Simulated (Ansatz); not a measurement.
# BaMn2Bi2 (I4/mmm) in Ansatz: band structure with PBEsol

Aim: the band structure of BaMn2Bi2 with PBEsol.

Everything below comes from runs of Ansatz 0.2.0. Logs are shortened: lines on timing, memory, paths and dates and some standing lists are left out, and cuts for length are marked.

## 1. The crystal as given

The structure is tetragonal, space group I4/mmm (No. 139). The conventional cell has a = 4.493 Å, b = 4.493 Å, c = 14.556 Å, α = 90.00°, β = 90.00°, γ = 90.00°. Bi (site symmetry 4mm) is surrounded by 4 Mn at 2.82 Å. Ba (site symmetry 4/mmm) is surrounded by 8 Bi at 3.72 Å and 8 Mn at 4.28 Å. Mn (site symmetry -4m2) is surrounded by 4 Bi at 2.82 Å and 4 Mn at 3.18 Å.

The cell is a database's computed one.

## 2. Band structure, PBEsol, collinear spin, ferromagnetic start

input.yaml

```yaml
crystal:
  lattice:
    - [-2.2462852742, 2.2462852742, 7.2781801451]
    - [2.2462852742, -2.2462852742, 7.2781801451]
    - [2.2462852742, 2.2462852742, -7.2781801451]
  atoms:
    - { symbol: Bi, position: [0.633212, 0.633212, 0.0] }
    - { symbol: Bi, position: [0.366788, 0.366788, 0.0] }
    - { symbol: Ba, position: [0.0, 0.0, 0.0] }
    - { symbol: Mn, position: [0.75, 0.25, 0.5], spin: 4.0 }
    - { symbol: Mn, position: [0.25, 0.75, 0.5], spin: 4.0 }
hamiltonian:
  xc: pbesol
  pseudopotentials: { kind: paw }
magnetization:
  spin_polarized: true
kpoints:
  mp_grid: { grid: [8, 8, 8] }
  band_path:
    path:
      - [[0.0, 0.0, 0.0], [-0.5, 0.5, 0.0], [-0.5, 0.5, -0.0476271093], [-0.2738135546, 0.2738135546, -0.2738135546], [0.0, 0.0, 0.0], [0.5, 0.5, -0.5], [0.2738135546, 0.7261864454, -0.7261864454], [0.0, 0.5, -0.5], [-0.25, 0.75, -0.25], [0.0476271093, 0.9523728907, -0.5], [0.5, 0.5, -0.5]]
      - [[-0.5, 0.5, 0.0], [-0.25, 0.75, -0.25]]
    npoints: 14
scf:
  occupations: { method: fermi_dirac, width: 0.05 }
  n_extra_bands: 12
output:
  forces: true
  stress: true
  eigenvalues: true
  fatbands: true
  write_density: true
  write_potential: true
  elf: true
  volumetric_format: npy
```

Potentials or basis: Ansatz PAW.

Launch:

```sh
$ ansatz run input.yaml --threads 2 --pin off --max-ram 5632MiB --backend cpu --events-out ev --progress --plain --runs-dir out
```

Log:

```text
Warning: RAYON_NUM_THREADS=2 ignored (pool sized by the plan → 2); use --threads N
basis.fft_grid_basis auto: the FFT boxes are laid along the combinations [[1, -1, 0], [0, 1, 0], [1, 0, 1]] of the cell's own vectors, 6.353, 7.941 and 4.493 Å long. The dense box has 45×54×32 points. Along the cell's own vectors, as sized, it would have 54×54×54, 2.02 times as many. Of the 16 symmetry operations that the crystal satisfies within crystal.symmetry.tolerance (time reversal apart; of a slab, those that keep its plane) the dense box along the cell's own vectors carries 16, and the one as laid loses 14 of those. basis.fft_grid_basis: typed keeps the cell's own vectors: state it where this run's energies or levels are differenced outside the engine with another run's, or held beside a run that keeps those vectors. Those combinations have planes normal to reciprocal vector 3, as the cell's own vectors have. Each planar average written beside output.write_density, output.write_potential has a row for each plane of the box: 32. The volumetric files lie along those combinations, not along the cell's own vectors: a cube or XSF file states them, and fields.json those of NumPy files.
scf.n_extra_bands = 12 over 35 filled bands (N_el = 70.0): the run solves 47 bands
Engine: ansatz 0.2.0, aarch64-unknown-linux-gnu
Pseudopotentials: kind: paw
Pseudopotential: Bi, paw, valence charge 15, recommended cutoff 420 eV (normal), Bi.paw.azcp
Pseudopotential: Ba, paw, valence charge 10, recommended cutoff 420 eV (normal), Ba.paw.azcp
Pseudopotential: Mn, paw, valence charge 15, recommended cutoff 420 eV (normal), Mn.paw.azcp
Functional definition: PBEsol
  exchange = pbesol_x
  correlation = pbesol_c
Crystal: 5 atoms, lattice volume = 146.897 Å³
Basis set: ecut = 420 eV, 2873 PW (Γ), FFT grids on a1−a2, a2, a1+a3, exchange–correlation on 90×108×64 points (8 copies of the dense FFT grid, shifted against one another)
Bands: 47, of which v1, the nominal top of the filled ones, is band 35 counted from 1 (34 counted from 0)
Symmetry: 16 space group operations
Space group: I4/mmm (ITA 139), of the structure as read, at distance tolerance 5.3e-5 Å
Magnetic group: BNS 139.531 (UNI 1191), of the structure as read, at distance tolerance 5.3e-5 Å
k-points: 59 of 512
Non-local potential: Bi, projectors of the file, l = 0: 2, l = 1: 2, l = 2: 2, l = 3: 2
Non-local potential: Ba, projectors of the file, l = 0: 3, l = 1: 2, l = 2: 2, l = 3: 2
Non-local potential: Mn, projectors of the file, l = 0: 3, l = 1: 2, l = 2: 3, l = 3: 1
PAW form: soft (Blöchl's): semilocal exchange-correlation on the pseudo side does not see the compensation charge
PAW frozen core: Bi, regenerated for the run's functional, and the local potential with it (the file was generated under x = pbe(κ = 0.804, μ = 0.2195149727645171), c = pbe(β = 0.06672455060314922))
PAW frozen core: Ba, regenerated for the run's functional, and the local potential with it (the file was generated under x = pbe(κ = 0.804, μ = 0.2195149727645171), c = pbe(β = 0.06672455060314922))
PAW frozen core: Mn, regenerated for the run's functional, and the local potential with it (the file was generated under x = pbe(κ = 0.804, μ = 0.2195149727645171), c = pbe(β = 0.06672455060314922))
PAW one-centre angular grid: Bi, 590 points (default); XC on 64 Gauss nodes
PAW one-centre angular grid: Ba, 194 points (default); XC on 64 Gauss nodes
[... 29 lines left out ...]
Per-site moments (μB) at R_I (Å): [(-0.04275553703402077, 1.162037132014583), (-0.04275553703402099, 1.1620371320145833), (0.05533064205171777, 1.5352335398094556), (3.893006985889655, 1.162037132014583), (3.893006985889655, 1.162037132014583)]
Free energy (F): -38084.221754 eV
Harris-Foulkes:  -38084.221754 eV  (|F-HF|=2.11e-8)
Internal energy: -38084.177880 eV  (E = F + TS)
E sigma→0 (E₀):  -38084.199817 eV
Entropy (-TS):   -0.043874 eV (-8.775 meV/atom)
Fermi energy:    10.194919 eV
--- Per-component energies (eV) ---
  E_band       = -856.780806
  E_kinetic    = 1377.480971
  E_local      = -9554.377878  (includes V_loc(G=0)·N_el)
  E_nonlocal   = 1682.547201
  E_hartree    = 3784.701379
  E_xc         = -686.242091
  E_vxc        = -705.426194  (∫ρ·V_xc dr)
  E_paw        = -28713.609899  (= ΣΔE_a)
  E_vpaw       = -1226.420754  (= ΣTr[D̂ρ^β])
  E_aug_tail   = -0.000954  (compensation charges beyond the density's cutoff)
  E_ewald      = -5975.346849
  E_core_change = 0.670238  (= ΣΔE_core)
  E_smearing   = -0.043874  (= −TS)
  E_closure    = 0.000000  (closes the sum)
  Σ components = -38084.221754   (vs F -38084.221754, Δ=0.00e0)
--- Forces (eV/Å), atoms counted from 1 ---
  atom   1  Bi     0.00000000    -0.00000000    -0.01185604
  atom   2  Bi     0.00000000    -0.00000000     0.01185604
  atom   3  Ba     0.00000000    -0.00000000     0.00000000
  atom   4  Mn     0.00000000     0.00000000     0.00000000
  atom   5  Mn     0.00000000     0.00000000     0.00000000
  max |Σ_I F_I| component: 9.97e-18 eV/Å
--- Stress (GPa, compression-positive) ---
       -1.688295       0.000000       0.000000
        0.000000      -1.688295       0.000000
        0.000000      -0.000000      -3.207244
  P = ⅓ Tr σ = -2.1946 GPa (-21.946 kbar)
--- Band table (eV; the first three rows and the last of 118) ---
  k-point 0 ↑: bands = ["-70.8222", "-70.8186", "-39.8296", "-39.8249", "-39.6506", "-39.6506", "-39.6255", "-39.6255", "-18.1931", "-12.0794", "-12.0794", "-12.0744", "-12.0744", "-12.0689", "-12.0651", "-12.0578", "-12.0330", "-12.0325", "-12.0290", "-3.4636", "-3.3158", "-3.3158", "-1.3227", "-0.2339", "5.2151", "6.6646", "6.7386", "6.7386", "6.9900", "7.5623", "7.5623", "7.6110", "7.6471", "8.1513", "8.5948", "8.8914", "8.8914", "10.4807", "11.1402", "11.1826", "11.1826", "11.5722", "12.6578", "12.9572", "13.1314", "13.8492", "14.0157"]
  k-point 1 ↑: bands = ["-70.8220", "-70.8189", "-39.8293", "-39.8252", "-39.6509", "-39.6466", "-39.6296", "-39.6252", "-18.1890", "-12.0803", "-12.0797", "-12.0754", "-12.0741", "-12.0659", "-12.0628", "-12.0567", "-12.0338", "-12.0314", "-12.0300", "-3.4317", "-3.3971", "-3.3512", "-1.1408", "-0.2549", "5.4321", "6.5210", "6.7578", "6.8019", "7.0730", "7.2298", "7.5338", "7.6242", "7.7024", "8.0769", "8.1050", "8.6809", "8.9590", "9.9223", "9.9685", "11.3658", "11.8394", "12.2944", "13.0345", "13.1751", "13.3427", "14.0068", "14.3759"]
  k-point 2 ↑: bands = ["-70.8213", "-70.8195", "-39.8284", "-39.8260", "-39.6518", "-39.6393", "-39.6370", "-39.6244", "-18.1790", "-12.0834", "-12.0804", "-12.0777", "-12.0732", "-12.0588", "-12.0572", "-12.0543", "-12.0351", "-12.0334", "-12.0279", "-3.5166", "-3.4357", "-3.3646", "-0.7875", "-0.2671", "5.6500", "6.3941", "6.4488", "6.9853", "7.0417", "7.2597", "7.4113", "7.5270", "7.5446", "7.8754", "7.9132", "8.1762", "8.9110", "9.3148", "9.4802", "10.8777", "12.0984", "12.7875", "12.7962", "13.0903", "13.2430", "13.7372", "15.1132"]
  k-point 58 ↓: bands = ["-66.7434", "-66.7392", "-35.7480", "-35.7420", "-35.6775", "-35.6775", "-35.6473", "-35.6473", "-18.1719", "-12.0910", "-12.0910", "-12.0793", "-12.0793", "-12.0743", "-12.0706", "-12.0688", "-12.0449", "-12.0438", "-12.0429", "-3.4880", "-3.2701", "-3.2701", "-0.7700", "-0.7395", "7.1363", "7.1811", "8.5191", "8.5191", "8.7954", "8.7954", "9.9021", "9.9952", "10.2741", "11.1694", "11.5402", "11.5402", "11.8335", "11.8700", "12.2813", "12.5376", "12.5376", "12.9069", "13.9381", "13.9834", "14.2054", "14.7471", "15.0978"]
```

bands.tsv:

```text
[... 178 lines left out ...]
```

rho_z.tsv:

```text
# z_ang	rho[e/angstrom^3]	rho_spin[e/angstrom^3]
# format = ansatz-planar-average/11
# lattice	-2.246285274	2.246285274	7.278180145
# lattice	2.246285274	-2.246285274	7.278180145
# lattice	2.246285274	2.246285274	-7.278180145
# sites	5
# site	83	0.000000000	0.000000000	9.217262012
# site	83	0.000000000	0.000000000	5.339098278
# site	56	0.000000000	0.000000000	0.000000000
# site	25	0.000000000	2.246285274	3.639090073
# site	25	2.246285274	0.000000000	3.639090073
0.000000	6.449369e-1	-3.907303e-4
0.248164	6.343724e-1	-1.579193e-4
0.496328	6.040957e-1	5.502915e-4
0.744492	5.573515e-1	1.767070e-3
0.992657	4.982143e-1	3.568481e-3
1.240821	4.319228e-1	6.109626e-3
[... 24 lines left out ...]
7.444925	6.040957e-1	5.502915e-4
7.693089	6.343724e-1	-1.579193e-4
```

It took 1.8 min on 2 threads of Arm Neoverse V1, shared host; peak memory 1.1 GiB.

Results:

```
Free energy            : -38084.2218 eV
Pressure               : -2.2 GPa
Largest force          : 0.012 eV/Å
Band gap on the k mesh : none (metal or under the smearing width)
Net moment             : 8.29 μB per cell
Absolute moment        : 8.64 μB per cell
Site moments           : Bi -0.04; Ba +0.06; Mn +3.89 μB
```

Forces on the atoms (eV/Å):
```
Bi   0.000  0.000 -0.012
Bi   0.000  0.000  0.012
Ba   0.000  0.000  0.000
Mn   0.000  0.000  0.000
Mn   0.000  0.000  0.000
```

Stress tensor (GPa, compression positive):
```
-1.69  0.00  0.00
 0.00 -1.69  0.00
 0.00  0.00 -3.21
```

Levels at the corners of the path, in eV from the Fermi level:
Spin up:
| point | band 37 | band 38 | band 39 | band 40 | band 41 | band 42 |
| --- | --- | --- | --- | --- | --- | --- |
| Γ | -1.30 | 0.29 | 0.95 | 0.99 | 0.99 | 1.38 |
| X | -1.86 | -1.36 | -1.32 | -1.30 | 1.66 | 2.48 |
| Y | -1.83 | -1.62 | -1.30 | -1.08 | 1.75 | 2.60 |
| S | -1.03 | -0.27 | 0.17 | 0.76 | 0.88 | 1.87 |
| Γ | -1.30 | 0.29 | 0.95 | 0.99 | 0.99 | 1.38 |
| Z | -1.15 | -1.15 | 0.38 | 0.82 | 0.82 | 1.55 |
| S1 | -1.03 | -0.27 | 0.17 | 0.76 | 0.88 | 1.87 |
| N | -0.63 | -0.63 | -0.21 | 0.72 | 1.42 | 1.98 |
| P | -2.01 | -1.43 | -1.32 | -1.32 | 2.40 | 2.52 |
| Y1 | -1.83 | -1.62 | -1.30 | -1.08 | 1.75 | 2.60 |
| Z | -1.15 | -1.15 | 0.38 | 0.82 | 0.82 | 1.55 |
| X | -1.86 | -1.36 | -1.32 | -1.30 | 1.66 | 2.48 |
| P | -2.01 | -1.43 | -1.32 | -1.32 | 2.40 | 2.52 |
Spin down:
```
point  band 28  band 29  band 30  band 31  band 32  band 33  band 34  band 35  band 36  band 37
    Γ    -1.57    -1.51    -1.51    -0.20     0.45     0.58     0.77     1.23     1.23     1.27
    X    -2.57    -2.17    -1.05    -0.54    -0.02     0.03     0.13     1.04     1.13     1.27
    Y    -2.55    -2.22    -1.14    -0.49    -0.04     0.13     0.15     1.05     1.14     1.27
    S    -1.63    -1.51    -1.29     0.16     0.36     0.65     0.79     0.80     1.01     1.10
    Γ    -1.57    -1.51    -1.51    -0.20     0.45     0.58     0.77     1.23     1.23     1.27
    Z    -1.68    -1.40    -1.40    -0.29    -0.20     0.08     0.97     1.35     1.35     1.64
   S1    -1.63    -1.51    -1.29     0.16     0.36     0.65     0.79     0.80     1.01     1.10
    N    -1.67    -1.64    -1.26     0.38     0.47     0.53     0.54     0.85     0.93     1.15
    P    -2.36    -2.36    -1.19    -0.26    -0.16     0.08     0.08     1.08     1.08     1.27
   Y1    -2.55    -2.22    -1.14    -0.49    -0.04     0.13     0.15     1.05     1.14     1.27
    Z    -1.68    -1.40    -1.40    -0.29    -0.20     0.08     0.97     1.35     1.35     1.64
    X    -2.57    -2.17    -1.05    -0.54    -0.02     0.03     0.13     1.04     1.13     1.27
    P    -2.36    -2.36    -1.19    -0.26    -0.16     0.08     0.08     1.08     1.08     1.27
```

Caveat: the magnetic or orbital state may not be the lowest; spin-orbit coupling is left out, which moves the levels of the heavy elements; the PAW data sets come from PBE, with cores solved anew for the run's functional, which leaves a small shift of forces and pressure.
